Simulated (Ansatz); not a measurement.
# C2H3Te: the cost of one run

Method: UKS PBE0/def2-SVP, in Ansatz 0.2.0.

## 1. The starting structure

Bond lengths: C1–C2 1.303 Å, C2–Te3 2.050 Å, C1–H4 1.081 Å, C1–H5 1.087 Å, Te3–H6 1.650 Å. Angles: C1–C2–Te3 137.2°, C2–C1–H4 120.5°, C2–C1–H5 125.3°, H4–C1–H5 114.2°, C2–Te3–H6 89.6°.

As a file:

```xyz
6

C    -0.3569   -0.0796   -1.0919
C    -0.3448    0.1255    0.1952
Te    0.6183   -0.6461    1.8325
H    -1.1070    0.3879   -1.7151
H     0.3723   -0.6711   -1.6403
H     0.8181    0.8833    2.4197
```

## 2. Relaxing end A

The input, input.yaml:

```yaml
crystal:
  periodic: [false, false, false]
  atoms:
    - { symbol: C, position_ang: [-0.3569, -0.07958, -1.0919] }
    - { symbol: C, position_ang: [-0.34483, 0.12555, 0.19522] }
    - { symbol: Te, position_ang: [0.61834, -0.64605, 1.8325] }
    - { symbol: H, position_ang: [-1.107, 0.38791, -1.71515] }
    - { symbol: H, position_ang: [0.37229, -0.67114, -1.64033] }
    - { symbol: H, position_ang: [0.8181, 0.88331, 2.41966] }
magnetization:
  spin_polarized: true
  initial_magnetization: 1
basis:
  gaussian: { orbitals: def2-SVP }
hamiltonian:
  xc: pbe0
relax:
  f_tol: 0.02
  max_steps: 50
output:
  orbitals: {}
```

On the command line:

```bash
$ ansatz run input.yaml --threads 2 --pin off --max-ram 3072MiB --backend cpu --events-out ev --progress --plain --runs-dir out
```

Q: Estimate wall time and peak memory on 2 threads of Arm Neoverse V1, shared host.

About 18 s, with a peak of 0.18 GiB.
